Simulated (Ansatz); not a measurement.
# O (diamond type): how the settings move a relaxation

How sensitive is a relaxation of O (diamond type) to its settings? A reference run comes first, then one run with altered input.

Method: reference: DFT, PBEsol, PAW with Ansatz's default frozen-core files, scalar-relativistic, in Ansatz 0.2.0.

## Step 1: The system as given

The structure is cubic, space group Fd-3m (No. 227). The conventional cell has a = 4.791 Å, b = 4.791 Å, c = 4.791 Å, α = 90.00°, β = 90.00°, γ = 90.00°. O (site symmetry -43m) has 4 O at 2.07 Å in its first shell of neighbours.

Coordinates:

```
CELL_PARAMETERS angstrom
0.00000 2.39571 2.39571
2.39571 0.00000 2.39571
2.39571 2.39571 0.00000
ATOMIC_POSITIONS crystal
O 0.87500 0.87500 0.87500
O 0.12500 0.12500 0.12500
```

## Step 2: Baseline

Input file input.yaml:

```yaml
crystal:
  lattice:
    - [0.0, 2.3957099285, 2.3957099285]
    - [2.3957099285, 0.0, 2.3957099285]
    - [2.3957099285, 2.3957099285, 0.0]
  atoms:
    - { symbol: O, position: [-0.125, -0.125, -0.125] }
    - { symbol: O, position: [0.125, 0.125, 0.125] }
kpoints:
  mp_grid: { grid: [14, 14, 14] }
scf:
  occupations: { method: fermi_dirac, width: 0.08 }
hamiltonian:
  xc: pbesol
  pseudopotentials: { kind: paw }
output:
  forces: true
  stress: true
relax:
  f_tol: 0.005
  max_steps: 40
  cell: {}
```

Run with:

```sh
$ ansatz run input.yaml --threads 1 --pin off --max-ram 2048MiB --backend cpu --events-out ev --progress --plain --runs-dir out
```

## Step 3: Variant: eigensolver.kind davidson, max_displacement 0.3, basis.precision f64, ecutwfc 51.4 Ry

Edit input.yaml of step 2 so:

```diff
@@ -12,2 +12,3 @@
   occupations: { method: fermi_dirac, width: 0.08 }
+  eigensolver: { kind: davidson }
 hamiltonian:
@@ -22 +23,5 @@
   cell: {}
+  max_displacement: 0.3
+basis:
+  precision: f64
+  ecutwfc: "51.4 Ry"
```

Before running it: what results should come out? Wanted: for each run, ending; energy change; pressure; gap; force.

**Answer**, as computed:

```tsv
run	ending	energy change	pressure (GPa)	gap (eV)	force (eV/Å)	cycles	time
reference	converged	0	0.0	0.00	0.00	42	11 s
1: eigensolver.kind davidson, max_displacement 0.3, basis.precision f64, ecutwfc 51.4 Ry	converged	-6.3 meV/atom	0.0	0.00	0.00	23	9.8 s
```

Changing the solver, walk settings, arithmetic precision and cutoff moves the energy by -6.3 meV/atom. Semilocal functionals close small gaps, so the missing gap need not be the real solid's.
